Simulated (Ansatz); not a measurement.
**WCl (doublet): wave-function methods side by side, def2-TZVPP**

One table from this session's results is given with a row withheld; the runs are named, their logs left out.

Method: def2-TZVPP, core rule «outside noble gas», up to 9 orbitals frozen; program: Ansatz 0.2.0, Gaussian basis.

The runs, in order: UHF; ROHF; CCSD(T) on UHF.

2 further runs of the same task are left out: 2 set aside as unsound or not needed.

## What is computed

The geometry is a PBE0/def2-TZVP stationary point (not a proven minimum). No spin-orbit coupling is included. Elements past krypton take def2 core potentials.

2 atoms, charge 0, spin multiplicity 2.

Atoms are counted from 1 here; the program's logs count them from 0.

Bond lengths: W1–Cl2 2.244 Å.

The first run:

The input, in.yaml:

```yaml
crystal:
  periodic: [false, false, false]
  atoms:
    - {symbol: W, position_ang: [0.000000, 0.000000, 0.000000]}
    - {symbol: Cl, position_ang: [0.000000, 0.000000, 2.243923]}
basis:
  gaussian: {orbitals: def2-TZVPP}
magnetization: {spin_polarized: true, initial_magnetization: 1}
hamiltonian: {xc: hf}
output: {orbitals: {seedname: orbitals}}
```

On the command line:

```bash
> ansatz run in.yaml --threads 1 --pin off --events-out ev --progress --plain --max-ram 4096MiB --backend cpu
```

Among the steps run: UHF; ROHF; CCSD(T) on UHF.

One table of the session follows, with a row left open; its other results are not shown here.

| method | from UCCSD(T) (kJ/mol) |
| --- | --- |
| ROHF | +1113.4 |
| UHF | +977.2 |
| UMP2 | ? |
| UCCSD | +85.5 |
| UCCSD(T) | 0 |

Q: Estimate the row for UMP2 from the others.

The run gave: from UCCSD(T) (kJ/mol): +188.6. In the column «from UCCSD(T) (kJ/mol)» it lies between UCCSD (+85.5) and UHF (+977.2).

The program flags UCCSD(T) as in doubt (see the logs), so the zero of the table is itself unsure.

Caveats from the session: The determinant is far from a pure spin state, so its energy mixes those of several spin states (harmless only where they are near-degenerate, as at dissociation). The program flags UCCSD(T) as in doubt, so the zero of the table is itself unsure. Warnings: spin contamination; coupled cluster took another determinant than the lowest.
